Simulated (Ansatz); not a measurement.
Crystal: Zr3AlN4.

```
CELL_PARAMETERS angstrom
3.21491 0.00000 0.00000
0.00000 3.21491 0.00000
0.00000 0.00000 8.97645
ATOMIC_POSITIONS crystal
Zr 0.50000 0.50000 0.24865
Zr 0.00000 0.00000 0.50000
Zr 0.50000 0.50000 0.75135
Al 0.00000 0.00000 0.00000
N 0.50000 0.50000 0.50000
N 0.00000 0.00000 0.77487
N 0.50000 0.50000 0.00000
N 0.00000 0.00000 0.22513
```

The cell comes from a database or a generator and needn't be the stable form of this composition.

* Program: Ansatz 0.2.0
* Task: single point
* Functional: PBE
* Potentials or basis: Ansatz PAW
* Cutoff: 420 eV (not typed: the program's choice for these potentials)
* k mesh: 8 × 8 × 3
* Occupations: fermi-dirac, width 0.05 eV
* Spin: no spin polarisation

On this cell: pressure -3.0 GPa; largest force 0.119 eV/Å; band gap on the k mesh none (metal or under the smearing width).

The same run follows on a disturbed copy (atoms moved at random, drawn with an rms of 0.05 Å):

```
CELL_PARAMETERS angstrom
3.21491 0.00000 0.00000
0.00000 3.21491 0.00000
0.00000 0.00000 8.97645
ATOMIC_POSITIONS crystal
Zr 0.49162 0.51007 0.24498
Zr 0.00443 0.00401 0.49842
Zr 0.50852 0.48779 0.75711
Al 0.99964 0.00511 0.99876
N 0.48114 0.51497 0.50408
N 0.99686 0.99774 0.77338
N 0.51317 0.48890 0.99733
N 0.00584 0.97934 0.22109
```

Q: What does the disturbed cell give?

A: The energy (extrapolated to zero smearing) moves by +19.1 meV/atom; pressure -1.9 GPa; largest force 1.168 eV/Å; band gap on the k mesh none (metal or under the smearing width).

Forces in eV/Å, atoms in the order of the input:
```
Zr   0.463 -0.871  0.626
Zr  -0.769  0.179 -0.073
Zr  -0.444  0.481 -0.883
Al  -0.125  0.059  0.023
N    0.883 -0.468 -0.163
N    0.411 -0.258  0.104
N   -0.056 -0.090  0.397
N   -0.362  0.968 -0.032
```

Stress tensor (GPa, compression positive):
```
-1.40 -0.55  0.15
-0.55 -1.42 -0.03
 0.15 -0.03 -2.77
```
